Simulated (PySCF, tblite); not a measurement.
# C₇H₁₀F radical: geometry, infrared bands and EPR parameters

What infrared bands and EPR parameters should C₇H₁₀F radical (`CC1=C[C](CF)CC1`) show?

Computed with tblite 0.8.0 and PySCF 2.14.0, with density-fitted response routines of our own, on a single molecule in the gas phase. Atoms count from 0, in the outputs and in this text.

## Step 1: The starting structure

18 atoms, charge 0, multiplicity 2; geometry from: force field or distance geometry start.

Bonds of the start (Å): C0–C1 1.52, C1–C2 1.31, C2–C3 1.50, C3–C4 1.49, C4–F5 1.39, C3–C6 1.48, C6–C7 1.50, C7–C1 1.49, C0–H8 1.12, C0–H9 1.11, C0–H10 1.09, C2–H11 1.10, C4–H12 1.11, C4–H13 1.12, C6–H14 1.14, C6–H15 1.09, C7–H16 1.12, C7–H17 1.10.

## Step 2: Geometry optimisation with GFN2-xTB

What the job is given:

```
{"job": {"kind": "relax", "xc": "GFN2-xTB", "basis": "xTB"}, "charge": 0, "multiplicity": 2}
C      2.437300    -0.815200    -0.246100
C      1.010400    -0.298800    -0.141000
C     -0.056200    -0.989300     0.180700
C     -1.235500    -0.067500     0.162000
C     -2.365300    -0.505500    -0.697200
F     -3.445700     0.362100    -0.695400
C     -0.741800     1.319000    -0.014500
C      0.704600     1.144000    -0.375900
H      3.078100    -0.009600     0.192500
H      2.669900    -0.870400    -1.327800
H      2.587700    -1.762000     0.272700
H     -0.052800    -2.067200     0.399400
H     -2.049900    -0.735100    -1.734500
H     -2.757200    -1.476000    -0.290400
H     -0.837400     1.830700     0.995400
H     -1.245900     1.899600    -0.791200
H      0.895300     1.361400    -1.453300
H      1.395600     1.686300     0.288300
```

Run with:

```
OMP_NUM_THREADS=1 python probes_run.py task.json out
```

This one command runs all jobs of the session in turn.

The program printed:

```text
step      E/eV     max force
  0    -672.94394    2.815
  1    -673.20676    1.550
  2    -673.30429    0.889
  3    -673.38285    0.671
  4    -673.43231    0.471
  5    -673.45668    0.366
  6    -673.49001    0.360
  7    -673.50927    0.355
  8    -673.52783    0.334
  9    -673.54352    0.354
 10    -673.56018    0.425
 11    -673.57721    0.351
 12    -673.59513    0.393
 13    -673.61255    0.351
 14    -673.62982    0.320
 15    -673.64811    0.402
 16    -673.66657    0.352
 17    -673.68108    0.251
 18    -673.69085    0.206
 19    -673.69932    0.230
 20    -673.70968    0.315
 21    -673.72198    0.322
 22    -673.73507    0.231
 23    -673.74813    0.260
 24    -673.76210    0.283
 25    -673.77649    0.294
 26    -673.78881    0.285
 27    -673.79863    0.288
 28    -673.80847    0.388
 29    -673.82113    0.267
 30    -673.84081    0.205
 31    -673.84635    0.151
 32    -673.85042    0.122
 33    -673.85218    0.095
 34    -673.85351    0.077
 35    -673.85420    0.062
 36    -673.85460    0.042
 37    -673.85503    0.051
 38    -673.85556    0.063
 39    -673.85611    0.054
 40    -673.85667    0.053
 41    -673.85736    0.063
 42    -673.85835    0.075
 43    -673.85961    0.095
 44    -673.86087    0.084
 45    -673.86214    0.101
 46    -673.86376    0.098
 47    -673.86595    0.121
 48    -673.86835    0.143
 49    -673.87022    0.102
 50    -673.87144    0.076
 51    -673.87237    0.078
 52    -673.87337    0.094
 53    -673.87457    0.108
 54    -673.87583    0.107
 55    -673.87693    0.097
 56    -673.87810    0.096
 57    -673.87922    0.082
 58    -673.88034    0.062
 59    -673.88092    0.059
 60    -673.88155    0.062
 61    -673.88199    0.046
 62    -673.88240    0.039
 63    -673.88276    0.047
 64    -673.88311    0.045
 65    -673.88344    0.039
 66    -673.88379    0.042
 67    -673.88421    0.049
 68    -673.88466    0.042
 69    -673.88505    0.043
 70    -673.88537    0.044
 71    -673.88569    0.053
 72    -673.88610    0.057
 73    -673.88678    0.053
 74    -673.88733    0.045
 75    -673.88777    0.042
 76    -673.88810    0.039
 77    -673.88842    0.038
 78    -673.88871    0.034
 79    -673.88895    0.032
 80    -673.88918    0.036
 81    -673.88948    0.044
 82    -673.88985    0.048
 83    -673.89027    0.069
 84    -673.89076    0.062
 85    -673.89148    0.064
 86    -673.89236    0.069
 87    -673.89323    0.065
 88    -673.89410    0.058
 89    -673.89484    0.069
 90    -673.89574    0.078
 91    -673.89687    0.125
 92    -673.89755    0.106
 93    -673.89854    0.129
 94    -673.89917    0.087
 95    -673.89955    0.053
 96    -673.90003    0.047
 97    -673.90062    0.055
 98    -673.90124    0.074
 99    -673.90170    0.052
100    -673.90209    0.048
101    -673.90258    0.046
102    -673.90296    0.066
103    -673.90320    0.026
104    -673.90331    0.025
105    -673.90337    0.019
106    -673.90344    0.015
107    -673.90351    0.016
108    -673.90359    0.014
109    -673.90363    0.015
110    -673.90367    0.014
111    -673.90370    0.012
112    -673.90372    0.009
```

Wall time 0.55 s (1 thread of Arm Neoverse V2, shared host).

Step by step: (not every step is listed)

```tsv
step	energy from step 0 (eV)	largest force (eV/Å)
0	0.0000	2.8151
1	-0.2628	1.5499
2	-0.3604	0.8893
3	-0.4389	0.6711
4	-0.4884	0.4713
5	-0.5127	0.3659
6	-0.5461	0.3603
7	-0.5653	0.3548
8	-0.5839	0.3337
17	-0.7371	0.2506
26	-0.8449	0.2854
35	-0.9103	0.0616
44	-0.9169	0.0843
53	-0.9306	0.1077
62	-0.9385	0.0391
71	-0.9417	0.0533
80	-0.9452	0.0365
89	-0.9509	0.0687
98	-0.9573	0.0736
107	-0.9596	0.0161
108	-0.9597	0.0137
109	-0.9597	0.0146
110	-0.9597	0.0145
111	-0.9598	0.0122
112	-0.9598	0.0092
```

Distances of close pairs at the start and the end, largest changes first:

```tsv
bond	before (Å)	after (Å)	change (Å)
C2–C3	1.497	1.382	-0.115
C1–C2	1.311	1.377	+0.066
C6–H14	1.136	1.093	-0.043
C0–C1	1.521	1.482	-0.039
C6–C7	1.501	1.538	+0.037
C4–H13	1.123	1.094	-0.029
C0–H8	1.119	1.092	-0.027
C2–H11	1.100	1.077	-0.023
```

The next job starts from the end point, and lists it.

## Step 3: Vibrational analysis with GFN2-xTB

What the job is given:

```
{"job": {"kind": "ir", "xc": "GFN2-xTB", "basis": "xTB"}, "charge": 0, "multiplicity": 2}
C      2.515826    -0.778411    -0.035012
C      1.136070    -0.263752    -0.198557
C     -0.037643    -0.983205    -0.196906
C     -1.134729    -0.164038    -0.382184
C     -2.557331    -0.567025    -0.429972
F     -3.279115    -0.003637     0.619950
C     -0.693191     1.263287    -0.508632
C      0.838530     1.193659    -0.392541
H      2.993742    -0.331032     0.839318
H      3.128227    -0.519799    -0.901625
H      2.515838    -1.859108     0.083079
H     -0.095542    -2.051493    -0.074675
H     -3.057824    -0.209928    -1.341032
H     -2.675166    -1.650559    -0.335247
H     -1.136039     1.877104     0.280428
H     -1.013237     1.692675    -1.462460
H      1.332324     1.577992    -1.289668
H      1.210501     1.783589     0.449320
```

The program printed:

```text
mode    cm-1     km/mol
  1      42.1      4.16
  2      91.1      1.63
  3     108.2      1.68
  4     131.3      1.84
  5     221.5      2.13
  6     257.6      2.48
  7     347.5      0.86
  8     402.6      4.15
  9     462.8      6.23
 10     592.2      1.48
 11     628.6     14.99
 12     791.5     10.00
 13     877.0      6.38
 14     892.2     11.76
 15     901.7     28.23
 16     927.2     45.35
 17     948.6     37.26
 18     959.2      8.15
 19     998.7      6.67
 20    1021.5      6.11
 21    1056.5      0.77
 22    1109.6      0.88
 23    1139.8      0.80
 24    1167.5      0.46
 25    1194.4      4.31
 26    1238.7      0.45
 27    1241.6     17.51
 28    1296.7     16.18
 29    1308.0      0.56
 30    1309.1     30.30
 31    1399.6      6.54
 32    1427.8      0.61
 33    1437.1      6.59
 34    1463.7      6.80
 35    1467.7      5.04
 36    1467.9     17.13
 37    1479.2      4.86
 38    1522.4      9.13
 39    2882.6     38.77
 40    2914.3      2.25
 41    2931.3     54.25
 42    2951.0     34.87
 43    2956.2     15.10
 44    2956.2     32.56
 45    2962.4     44.27
 46    2980.4     52.44
 47    3043.8     24.40
 48    3115.5     41.79
```

Wall time 0.44 s (1 thread of Arm Neoverse V2, shared host).

Which atoms move in the most intense modes:

```tsv
cm⁻¹	km/mol	atoms
927	45.4	C4 34 %, H12 17 %, F5 15 %, H13 13 %
949	37.3	C4 29 %, F5 14 %
2883	38.8	H12 93 %
2931	54.2	H15 31 %, H16 27 %, H17 19 %, H14 14 %
2951	34.9	H14 30 %, H17 28 %, H16 20 %, H15 14 %
2962	44.3	H14 33 %, H17 25 %, H15 17 %, H16 15 %
2980	52.4	H9 47 %, H8 47 %
3116	41.8	H11 92 %
```

## Step 4: g tensor and hyperfine couplings: B3LYP/pcH-1

Settings changed since step 3:

```diff
@@ -1,2 +1,2 @@
-{"job": {"kind": "ir", "xc": "GFN2-xTB", "basis": "xTB"}, "charge": 0, "multiplicity": 2}
+{"job": {"kind": "epr", "basis": "pcH-1"}, "charge": 0, "multiplicity": 2}
 C      2.515826    -0.778411    -0.035012
```

Method: UKS B3LYP, pcH-1 on C F H, non-relativistic, mean-field spin-orbit, GIAO.

The program printed:

```text
UKS, coarse grid
  cycle   1  E = -372.50186344  |g| = 4.45e-01
  cycle   2  E = -372.45292331  |g| = 6.14e-01
  cycle   3  E = -372.58332799  |g| = 6.50e-02
  cycle   4  E = -372.58458220  |g| = 3.75e-02
  cycle   5  E = -372.58524032  |g| = 1.11e-02
  cycle   6  E = -372.58530989  |g| = 6.05e-03
  cycle   7  E = -372.58534134  |g| = 2.33e-03
  cycle   8  E = -372.58534611  |g| = 1.21e-03
  cycle   9  E = -372.58534675  |g| = 1.85e-04
UKS, final grid
  cycle   1  E = -372.58529651  |g| = 2.36e-04
  cycle   2  E = -372.58529649  |g| = 3.42e-04
  cycle   3  E = -372.58529653  |g| = 2.96e-05
  cycle   4  E = -372.58529653  |g| = 1.64e-05
E = -372.58529653 Eh   <S^2> = 0.7723 (exact 0.7500)
g shifts (ppm)      1          2          3
  rmc          -154       -154       -154
  gc             -1         53         33
  oz_so           1        179        790
  total        -154         78        669
hyperfine (MHz)  atom isotope    a_iso     a_fc   dipolar eigenvalues
    0   13C     -21.42     -21.42     -1.20     -0.04      1.24
    1   13C      53.80      53.80    -49.07    -47.87     96.94
    2   13C     -44.44     -44.44    -25.68     11.39     14.29
    3   13C      55.02      55.02    -50.52    -49.10     99.61
    4   13C     -16.08     -16.08     -1.71     -0.13      1.84
    5   19F     195.61     195.61    -57.70    -54.76    112.45
    6   13C     -18.04     -18.04     -0.64      0.15      0.49
    7   13C     -18.42     -18.42     -0.47      0.05      0.42
    8    1H      65.45      65.45     -3.08     -2.58      5.66
    9    1H      64.68      64.68     -3.08     -2.55      5.63
   10    1H       1.99       1.99     -3.17     -2.35      5.52
   11    1H       9.86       9.86     -4.64     -0.42      5.06
   12    1H      41.64      41.64     -4.41     -1.53      5.95
   13    1H       0.93       0.93     -4.02     -2.56      6.59
   14    1H      64.91      64.91     -3.64     -1.94      5.57
   15    1H      59.82      59.82     -3.58     -1.71      5.29
   16    1H      63.54      63.54     -3.38     -1.75      5.14
   17    1H      60.21      60.21     -3.47     -1.63      5.09
```

Wall time 66 s (1 thread of Arm Neoverse V2, shared host); peak memory 0.96 GiB.

Principal g values 2.00217, 2.00240, 2.00299; g(iso) = 2.00252, against 2.00232 for a free electron.

Mean a(iso) over the nuclei that a row names, and the largest dipolar term of the row (other rows stand at the frozen geometry):

```tsv
nuclei	isotope	a(iso) (MHz)	a(iso) (G, at g = 2.0023)	largest dipolar term (MHz)
F5	19F	195.6	69.8	112.5
H14, H15	1H	62.4	22.3	5.6
H16, H17	1H	61.9	22.1	5.1
C3	13C	55.0	19.6	99.6
C1	13C	53.8	19.2	96.9
C2	13C	-44.4	-15.9	-25.7
H8, H9, H10	1H	44.0	15.7	5.7
C0	13C	-21.4	-7.6	1.2
H12, H13	1H	21.3	7.6	6.6
C7	13C	-18.4	-6.6	-0.5
C6	13C	-18.0	-6.4	-0.6
C4	13C	-16.1	-5.7	1.8
H11	1H	9.9	3.5	5.1
```

Mulliken spin populations:

C0 -0.05; C1 0.58; C2 -0.23; C3 0.60; C4 -0.02; F5 0.02; C6 -0.05; C7 -0.05; H8 0.03; H9 0.03; H10 0.00; H11 0.01; H12 0.02; H13 0.00; H14 0.02; H15 0.02; H16 0.03; H17 0.02

In first order the couplings over 0.8 MHz of 19F, 1H give 432 distinct lines over 224.4 G, if the averaged nuclei exchange fast.

The fields below are evaluated on a grid from the run's orbitals.

ELF in a plane through or near 10 of the atoms.

Ten even steps from '0' (0.00) to '9' (1.00):
```
0000000000000000000000000000
0000000000000000000000000000
0000000000000000000000000000
0000000000000000000000000000
0000000001110000110000000000
0000000013664224653000000000
0000000015885666874000000000
0000000002621882252000000000
0000012101675666761000000000
0000146524686017863243100000
0000378658317456339567300000
0000257228669249578126300000
0000026775256116435675100000
0000049995017997107999300000
0000069996029999108999600000
0000038991029998103998300000
0000001310005884000231000000
0000000000000110000000000000
0000000000000000000000000000
0000000000000000000000000000
```
The map spans 11.6 Å across and 9.3 Å up, centred on the molecule. Atoms in the plane (x, y in Å): C0 (-2.6, -0.7), C1 (-1.2, -0.2), C2 (0.0, -1.0), C3 (1.1, -0.2), C4 (2.5, -0.7), C6 (0.8, 1.2), C7 (-0.8, 1.2), H10 (-2.6, -1.8), H11 (0.0, -2.1), H13 (2.6, -1.8).

On the surface of density 0.002 e/bohr³ the electrostatic potential runs, from the 1st to the 99th percentile, from -1.29 V near F5 to 0.84 V near H11.

The spin density lies nearest to C1, C3 about 33 % each; C2 9 % (beta excess).

## Step 5: Summary of results

| quantity | value |
| --- | --- |
| strongest single infrared mode (GFN2-xTB) | 2931 cm⁻¹, 54 km/mol |
| zero-point energy (GFN2-xTB) | 93.0 kcal/mol |
| g(iso) (B3LYP) | 2.00252 |
| ⟨S²⟩ | 0.772 (exact 0.75) |
| largest a(iso) (averaged by class) | 19F on F5, 195.6 MHz |
| surface potential, 1st and 99th percentile | -1.29 V and 0.84 V |

**Reading.** The optimisation took 112 steps and gained 0.960 eV; among the close pairs (by a distance rule), C2–C3 changed most, from 1.497 to 1.382 Å. All 48 modes are real, so the xTB geometry is a minimum. The strongest single mode, at 2931 cm⁻¹, is spread over several atoms, H15, H16, H17, H14 among them. Unscaled tight-binding wavenumbers are off by several per cent, some by more. Its intensities can rank the bands wrongly. The largest spin populations lie on C3 (0.60 e), C1 (0.58 e). The isotropic g lies 0.2 ppt above the free-electron value.
